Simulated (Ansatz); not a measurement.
# CH₄STe (SMILES CS[TeH]): functionals against CCSD(T) at one geometry

The task here is to estimate one member of a computed series from the others.

Computed with Ansatz 0.2.0, Gaussian basis. Level: single points in def2-TZVPP.

Correlated methods freeze the cores. Filled d shells of the heavier atoms are correlated. Core potentials replace the inner electrons past krypton, and spin-orbit coupling is left out.

## Starting geometry

SMILES `CS[TeH]`, 7 atoms, charge 0, spin multiplicity 1.

Atoms are counted from 1 here; the program's logs count them from 0.

Bond lengths: C1–S2 1.824 Å, C1–H4 1.090 Å, C1–H5 1.099 Å, C1–H6 1.083 Å, S2–Te3 2.401 Å, Te3–H7 1.669 Å. Angles: S2–C1–H4 109.1°, S2–C1–H5 111.7°, S2–C1–H6 107.0°, H4–C1–H5 112.0°, H4–C1–H6 109.0°, H5–C1–H6 107.8°, C1–S2–Te3 102.8°, S2–Te3–H7 94.0°.

As a file:

```xyz
7
charge 0, multiplicity 1
C    -0.8132    0.5793   -0.3004
S    -0.1910   -0.0972    1.2753
Te    1.2819   -1.8512    0.5556
H    -1.3103   -0.2143   -0.8579
H    -0.0106    1.0527   -0.8838
H    -1.5384    1.3445   -0.0529
H     2.5662   -0.8197    0.2840
```

The first run:

run/in.yaml

```yaml
crystal:
  periodic: [false, false, false]
  atoms:
    - {symbol: C, position_ang: [-0.813200, 0.579300, -0.300400]}
    - {symbol: S, position_ang: [-0.191000, -0.097200, 1.275300]}
    - {symbol: Te, position_ang: [1.281900, -1.851200, 0.555600]}
    - {symbol: H, position_ang: [-1.310300, -0.214300, -0.857900]}
    - {symbol: H, position_ang: [-0.010600, 1.052700, -0.883800]}
    - {symbol: H, position_ang: [-1.538400, 1.344500, -0.052900]}
    - {symbol: H, position_ang: [2.566200, -0.819700, 0.284000]}
basis:
  gaussian: {orbitals: def2-TZVPP}
correlation: {method: ccsd_t}
output: {forces: true}
```

The command line of these runs was not kept.

Among the steps run: CCSD(T)/def2-TZVPP; PBE0-D4/def2-TZVPP; wB97M-V/def2-TZVPP; r2SCAN-D4/def2-TZVPP; PBE-D4/def2-TZVPP; LC-wPBE/def2-TZVPP; BLYP-D4/def2-TZVPP.

One table of the session follows, with a row left open; its other results are not shown here.

| method | RMS force component (eV/Å) | angle to CCSD(T) forces (°) | dipole (D) |
| --- | --- | --- | --- |
| CCSD(T) | 0.187 | reference | 1.45 |
| PBE0-D4 | 0.212 | 32.2 | 1.52 |
| wB97M-V | 0.220 | 20.8 | 1.47 |
| r2SCAN-D4 | 0.176 | 23.4 | 1.55 |
| PBE-D4 | ? | ? | ? |
| LC-wPBE | 0.325 | 41.5 | 1.57 |
| BLYP-D4 | 0.208 | 71.8 | 1.41 |

Q: Estimate the row for PBE-D4 from the others.

**Answer.** RMS force component (eV/Å): 0.188; angle to CCSD(T) forces (°): 55.9; dipole (D): 1.46. In the column «RMS force component (eV/Å)» it lies between CCSD(T) (0.187) and BLYP-D4 (0.208).
